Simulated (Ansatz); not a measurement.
# CH₄AlIn: small, medium and large basis sets

One table from this session's results is given with a row withheld; the runs are named, their logs left out.

Program: Ansatz 0.2.0, Gaussian basis. Level of theory: one geometry, several basis sets. These are calculated values, not measurements.

The runs, in order: PBE0-D4/def2-SVP; ωB97M-V/def2-SVP; PBE0-D4/def2-QZVPP; ωB97M-V/def2-QZVPP; the functionals' def2-TZVPP values are taken from earlier runs.

### Structure used throughout

All runs share one geometry, relaxed beforehand with PBE0-D4 in a triple-zeta def2 set. In takes the def2 core potential; no spin-orbit term is included.

SMILES `[CH2]1[AlH][InH]1`, 7 atoms, charge 0, spin multiplicity 1.

Atoms are counted from 1 here; the program's logs count them from 0.

Bond lengths: C1–Al2 1.874 Å, C1–In3 2.440 Å, C1–H4 1.102 Å, C1–H5 1.092 Å, Al2–In3 2.543 Å, Al2–H6 1.584 Å, In3–H7 1.731 Å. Angles: Al2–C1–In3 70.8°, Al2–C1–H4 120.2°, Al2–C1–H5 127.0°, In3–C1–H4 79.7°, In3–C1–H5 142.8°, H4–C1–H5 107.9°, C1–Al2–In3 65.0°, C1–Al2–H6 138.7°, In3–Al2–H6 138.8°, C1–In3–Al2 44.1°, C1–In3–H7 117.5°, Al2–In3–H7 161.6°.

The first run:

The input, in.yaml:

```yaml
crystal:
  periodic: [false, false, false]
  atoms:
    - {symbol: C, position_ang: [-0.613015, 0.132395, -0.657388]}
    - {symbol: Al, position_ang: [-0.455152, 0.915124, 1.037937]}
    - {symbol: In, position_ang: [1.229336, -0.924358, 0.544100]}
    - {symbol: H, position_ang: [-0.896869, -0.927592, -0.754821]}
    - {symbol: H, position_ang: [-0.866209, 0.635268, -1.593011]}
    - {symbol: H, position_ang: [-0.487615, 2.358350, 1.689006]}
    - {symbol: H, position_ang: [2.089523, -2.189186, -0.265833]}
basis:
  gaussian: {orbitals: def2-SVP}
hamiltonian: {xc: pbe0, dispersion: d4}
output: {orbitals: {seedname: orbitals}}
```

On the command line:

```
> ansatz run in.yaml --threads 2 --pin off --events-out ev --progress --plain --max-ram 4352MiB
```

Steps of the session up to this table: PBE0-D4 in def2-SVP; ωB97M-V in def2-SVP; PBE0-D4 in def2-QZVPP; ωB97M-V in def2-QZVPP.

One table of the session follows, with a row left open; its other results are not shown here.

It belongs to the step «Functionals by basis». 

| functional | basis | HOMO (eV) | LUMO (eV) |
| --- | --- | --- | --- |
| PBE0-D4 | def2-SVP | -5.68 | -2.13 |
| PBE0-D4 | def2-TZVPP | -5.71 | -2.17 |
| PBE0-D4 | def2-QZVPP | -5.72 | -2.18 |
| ωB97M-V | def2-SVP | -7.53 | -0.44 |
| ωB97M-V | def2-TZVPP | -7.60 | -0.55 |
| ωB97M-V | def2-QZVPP | ? | ? |

Q: Estimate the row for ωB97M-V, def2-QZVPP from the others.

As computed: HOMO (eV): -7.61; LUMO (eV): -0.59. In the column «HOMO (eV)» it is the lowest.
